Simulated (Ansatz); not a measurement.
**GeH (quartet): wave-function methods side by side at distance Ge1–H2 = 5.334 Å, cc-pVTZ**

Aim: climb from Hartree-Fock through coupled cluster and multireference methods for GeH (quartet) at one geometry and basis, and see what each rung misses.

Program: Ansatz 0.2.0, Gaussian basis. Level of theory: cc-pVTZ, core rule «outside noble gas», up to 14 orbitals frozen. These are calculated values, not measurements.

Plan: UHF; CCSD(T) on ROHF; CCSD(T) on UHF; BCCD(T) on ROHF; CISD; CCSDT(Q) on ROHF; CCSDT(Q) on UHF; CASSCF and MRCISD+Q, 5 electrons in 5 orbitals; CASSCF and MRCISD+Q(relaxed), 5 electrons in 5 orbitals; CASSCF and NEVPT2, 5 electrons in 5 orbitals; Full CI.

18 further runs of the same task are left out: 2 for a mislabelled method, 10 that didn't finish, 6 set aside as unsound or not needed.

**1. The system**

The geometry derives from a PBE0/def2-TZVP stationary point (not a proven minimum). One bond is set to the value named and the two fragments are kept rigid. No spin-orbit coupling is included. The filled d shell of Ge may be among the frozen orbitals whatever the setting's name suggests; the logs give the count.

2 atoms, charge 0, spin multiplicity 4.

Atoms are counted from 1 here; the program's logs count them from 0.

No contacts short enough for the rule that draws bonds.

**2. UHF**

in.yaml reads:

```yaml
crystal:
  periodic: [false, false, false]
  atoms:
    - {symbol: Ge, position_ang: [0.000000, 0.000000, 0.000000]}
    - {symbol: H, position_ang: [0.000000, 0.000000, 5.334000]}
basis:
  gaussian: {orbitals: cc-pVTZ}
magnetization: {spin_polarized: true, initial_magnetization: 3}
hamiltonian: {xc: hf}
output: {orbitals: {seedname: orbitals}}
```

Command:

```sh
$ ansatz run in.yaml --threads 1 --pin off --events-out ev --progress --plain --max-ram 2393MiB
```

Further steps of the session: CCSD(T) on ROHF; CCSD(T) on UHF; BCCD(T) on ROHF; CISD; CCSDT(Q) on ROHF; CCSDT(Q) on UHF; CASSCF and MRCISD+Q, 5 electrons in 5 orbitals; CASSCF and MRCISD+Q(relaxed), 5 electrons in 5 orbitals; CASSCF and NEVPT2, 5 electrons in 5 orbitals; Full CI.

**Question.** What will the summary of the whole plan be? Wanted: FCI below the RHF energy; RMP2 from FCI; UMP2 from FCI; RCCSD from FCI; RCCSD(T) from FCI; UCCSD(T) from FCI; RCCSDT(Q) from FCI; UCCSDT(Q) from FCI; NEVPT2 valence from FCI.

**Answer**, as computed:

| quantity | value |
| --- | --- |
| FCI below the RHF energy | -1.9289 eV |
| RMP2 from FCI | +45.1 kJ/mol |
| UMP2 from FCI | +44.5 kJ/mol |
| RCCSD from FCI | +6.6 kJ/mol |
| RCCSD(T) from FCI | +1.4 kJ/mol |
| UCCSD(T) from FCI | +0.4 kJ/mol |
| RCCSDT(Q) from FCI | 0.0 kJ/mol |
| UCCSDT(Q) from FCI | -1.0 kJ/mol |
| NEVPT2 valence from FCI | +35.3 kJ/mol |
| MRCISD+Q valence from FCI | -0.8 kJ/mol |
| MRCISD+Q(relaxed) valence from FCI | -1.5 kJ/mol |
| levels within 1 kcal/mol (43 meV) | RCCSD(T), UCCSD(T), BCCD(T), RCCSDT, UCCSDT, RCCSDT(Q), UCCSDT(Q), MRCISD+Q valence, MRCISD+Q(relaxed) valence |
| T1 diagnostic | 0.018 |
| effectively unpaired electrons | 3.03 |

What this shows: RCCSD(T) lands +1.4 kJ/mol from the yardstick (0.8 % of the correlation energy). UCCSDT, UCCSDT(Q), MRCISD+Q valence, MRCISD+Q(relaxed) valence fall below full CI: unrestricted runs freeze a spin-polarised core, another one than full CI's, and coupled cluster isn't variational. One determinant dominates. Of the multireference levels listed MRCISD+Q valence comes nearest in total energy (-0.8 kJ/mol), which doesn't show that its space is the better one. These misses are within one basis, not against nature; the frozen cores of restricted and unrestricted runs differ, which can shift their rows.
